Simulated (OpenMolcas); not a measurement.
# V⁴⁺ among point charges: CASSCF and CASPT2 levels and susceptibility

Aim: the splitting of the states of V⁴⁺ in the field of 4 point charges, its lowest levels with spin-orbit coupling and its magnetic susceptibility.

Program: OpenMolcas 26.06. Level of theory: state-averaged CASSCF and CASPT2, spin-orbit coupling by RASSI with atomic mean-field integrals. These are calculated values, not measurements, unless marked.

## (1) The atom as given

- Species: V⁴⁺ (vanadium, Z = 23, 19 electrons)
- Basis: ANO-RCC-VTZP [6s5p3d2f1g], 59 functions
- Scalar Hamiltonian: DKH2, point nucleus
- Inactive shells: 1s 2s 2p 3s 3p
- Active space: 1 electron in 5 orbitals (3d)
- Some configurations of this space: 3d
- Orbitals: optimised for each spin and parity, averaged over all roots

The outer shells:

3d
```
3d [↑ ][  ][  ][  ][  ]
```

The ion sits among 4 point charges of -0.65 e arranged as a tetrahedron (Td), 1.83 Å from the ion.

The work runs as a chain of OpenMolcas steps in one folder; each step below is one input file. Labels, J, g values, rates, χT and fits are worked out afterwards by a script from the matrices that RASSI stores.

## (2) GATEWAY and SEWARD: basis and integrals

Contents of a.inp:

```
&GATEWAY
Coord
1

V 0.0 0.0 0.0
Basis=ANO-RCC-VTZP
Group=NoSym
NoMove
AngMom=0.0 0.0 0.0
AMFI
XField
4 Angstrom 0
1.056551 1.056551 1.056551 -0.650000
1.056551 -1.056551 -1.056551 -0.650000
-1.056551 1.056551 -1.056551 -0.650000
-1.056551 -1.056551 1.056551 -0.650000
&SEWARD
```

The run is started by

```sh
$ OMP_NUM_THREADS=1 MOLCAS_MEM=1689 MOLCAS_PROJECT=a pymolcas a.inp > a.log
```

## (3) CASSCF: doublets, 5 roots

Contents of a.inp:

```
&RASSCF
FileOrb=start.orb
Symmetry=1
Spin=2
nActEl=1 0 0
Inactive=9
Ras2=5
CIRoot=5 5 1
SDav=5
CIMx=300
Iter=120 100
PrWF=0.3
OrbListing=Nothing
MaxOrb=0
>>> COPY $Project.JobIph JOB001
```

start.orb holds the contracted functions of the basis, ordered by shell, or the orbitals of the step before.

## (4) State interaction with spin-orbit coupling

Contents of a.inp:

```
&RASSI
NrOfJobIphs=1 5
1 2 3 4 5
IphNames
JOB001
EJob
SpinOrbit
DIPRint=1.0
SOCoupling=1000.0
Subsets=2
Property=9
'ANGMOM' 1 'ANGMOM' 2 'ANGMOM' 3 'MLTPL  1' 1 'MLTPL  1' 2 'MLTPL  1' 3
'AMFI' 1 'AMFI' 2 'AMFI' 3
SOProperty=3
'ANGMOM' 1 'ANGMOM' 2 'ANGMOM' 3
```

## (5) CASPT2: IPEA 0.25, imaginary shift 0.1 (closed shells correlated: 3s 3p)

Contents of a.inp:

```
>>> COPY JOB001 $Project.JobIph
&CASPT2
Multistate=5 1 2 3 4 5
NoMult
Frozen=5
IPEA=0.25
Imaginary=0.1
MaxIter=60
WThr=0.0 0.3 0.05
PrWF=0.5
NoMix
```

(Steps that only read results are left out.)

Before running it: what results should come out? Wanted: spin-free ground state; first state of the same spin within the active space; lowest level; next level.

The runs gave:

```
                                            quantity                                                                        value
                                              method  SS-CASPT2, IPEA 0.25, imaginary shift 0.1 (closed shells correlated: 3s 3p)
                              spin-free ground state                                               2E, 2-fold in its orbital part
first state of the same spin within the active space                                                              2T2 at 795 cm⁻¹
                                        lowest level                                                                    4-fold Γ8
                                          next level                                                                   900.1 cm⁻¹
                                         χT at 300 K                                                               0.40 cm³ K/mol
                           effective moment at 300 K                                                                      1.78 μB
```

Cost by method:

```tsv
method	time of its own steps	time with the reference
A. CASSCF	1.7 s	1.7 s
B. SS-CASPT2, IPEA 0.25, imaginary shift 0.1, +3s 3p	1 s	2.7 s
```

Times are of one thread on a shared host.

In words: The spin-free ground state (2E) comes to 100 % from free-ion D terms and keeps the highest spin of the shell. χT at 300 K is 0.40, against 0.38 cm³ K/mol for the spin alone; near agreement at one temperature doesn't show that the orbital moment is quenched. A ligand-field fit to the states below 45000 cm-1 gives 10Dq = -795 cm-1, the gap between the two states. CASPT2 does not keep the components of a term degenerate, and the means are used. An orbital doublet at a regular site is open to a Jahn-Teller distortion, which this geometry leaves out. The field of point charges can differ much from that of real complexes. This is an electrostatic model: the charges have no orbitals.
